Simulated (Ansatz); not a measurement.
Write a Python script for Ansatz's Python interface that makes harmonic frequencies at the relaxed geometry of AlH4NO2Si, SMILES N[SiH]1[O][Al]1[OH]. Settings (for the species named): PBE, def2-SVP basis, multiplicity 1.

The script reads `alh4no2si.xyz`:
```text
9

N     0.56620   -1.87580    0.79760
Si    0.65070   -0.05460    0.64840
O    -0.75340    0.69410    1.36510
Al   -1.08470    0.99100   -0.38890
O    -1.45960    2.15610   -1.77190
H     1.40160   -2.21340    0.39680
H    -0.22450   -2.12700    0.14920
H     1.90040    0.54660    1.24780
H    -0.90830    1.83680   -2.46100
```

`alh4no2si_freq.py`:
```python
'''Harmonic frequencies of AlH4NO2Si at its relaxed geometry.'''

import ansatz as az
import numpy as np

alh4no2si = az.Crystal.molecule_from_extxyz('alh4no2si.xyz')

calculation = alh4no2si.calculation().basis(gaussian='def2-SVP').functional('PBE')
symbols = [site.symbol for site in alh4no2si.cartesian_sites]
start = np.array([site.position_ang for site in alh4no2si.cartesian_sites], dtype=float)
rep = calculation.relax(force_tolerance=0.003, max_steps=100).run(threads=1).report
end = np.array(rep['positions_ang'])

print('bond        before    after (A)')
for i, j in [(0, 1), (0, 5), (0, 6), (1, 2), (1, 3), (1, 7), (2, 3), (3, 4), (4, 8)]:
    d0, d1 = (np.linalg.norm(xyz[i] - xyz[j]) for xyz in (start, end))
    print(f'{symbols[i]}{i}-{symbols[j]}{j}'.ljust(10), f'{d0:8.4f} {d1:8.4f}')

# same settings at the minimum
minimum = az.Crystal.molecule()
for symbol, xyz in zip(symbols, end):
    minimum = minimum.atom(symbol, xyz.tolist())
vibrating = minimum.calculation()
vibrating = vibrating.basis(gaussian='def2-SVP')
vibrating = vibrating.functional('PBE')
vibrating = vibrating.phonons(temperatures=(298.15, 498.15, 100))
vib = vibrating.run(threads=1).report['vibrations']
sums = vib['harmonic_sums']
modes = [m['omega_inv_cm'] for m in sums['modes_at_gamma'] if m['rigid_motion'] == 'no']
print('frequencies (1/cm):', ' '.join(f'{w:.0f}' for w in modes))
print('imaginary modes:', sum(w < 0 for w in modes), ' zero-point energy:', round(sums['zero_point_energy_ev'], 4), 'eV')
print('T (K)   F_vib (eV)   S_vib (meV/K)   C_vib (meV/K)')
for row in zip(sums['temperatures_k'], sums['vibrational_free_energy_ev'], vib['entropy_ev_per_k'], vib['heat_capacity_ev_per_k']):
    print(f'{row[0]:6.1f} {row[1]:11.4f} {1000 * row[2]:13.4f} {1000 * row[3]:15.4f}')

# all hydrogen replaced by deuterium
heavier = vibrating.phonons(masses={'H': 2.014102}).run(threads=1).report['vibrations']['harmonic_sums']
print('deuterated (1/cm):', ' '.join(f'{m["omega_inv_cm"]:.0f}' for m in heavier['modes_at_gamma'] if m['rigid_motion'] == 'no'))
print('zero-point energy falls by', round(sums['zero_point_energy_ev'] - heavier['zero_point_energy_ev'], 4), 'eV')
```

```console
$ python alh4no2si_freq.py
bond        before    after (A)
N0-Si1       1.8293   1.7200
N0-H5        0.9862   1.0212
N0-H6        1.0530   1.0208
Si1-O2       1.7452   1.7125
Si1-Al3      2.2762   2.3267
Si1-H7       1.5108   1.5060
O2-Al3       1.8095   1.7783
Al3-O4       1.8468   1.7168
O4-H8        0.9385   0.9709
frequencies (1/cm): 87 117 168 225 267 288 337 370 530 591 664 732 761 863 886 947 1476 2142 3510 3616 3802
imaginary modes: 0  zero-point energy: 1.3873 eV
T (K)   F_vib (eV)   S_vib (meV/K)   C_vib (meV/K)
 298.1      1.2795        0.8241          0.8831
 398.1      1.1828        1.1040          1.0493
 498.1      1.0598        1.3522          1.1641
deuterated (1/cm): 82 112 155 186 207 229 277 348 401 466 516 632 693 748 828 916 1124 1542 2538 2670 2770
zero-point energy falls by 0.3062 eV
```

Reading the output:
- These settings explore the input space; basis and method may be short of convergence.
- The frequencies are harmonic and unscaled, in a modest basis. The result belongs to the one conformer reached from this start, and soft torsions count as harmonic oscillators.
- It ran for 4.5 min on 1 thread of Arm Neoverse V1 (shared host), peak memory 0.22 GiB.

(Lines on the test bed's own set-up are left out of the output.)
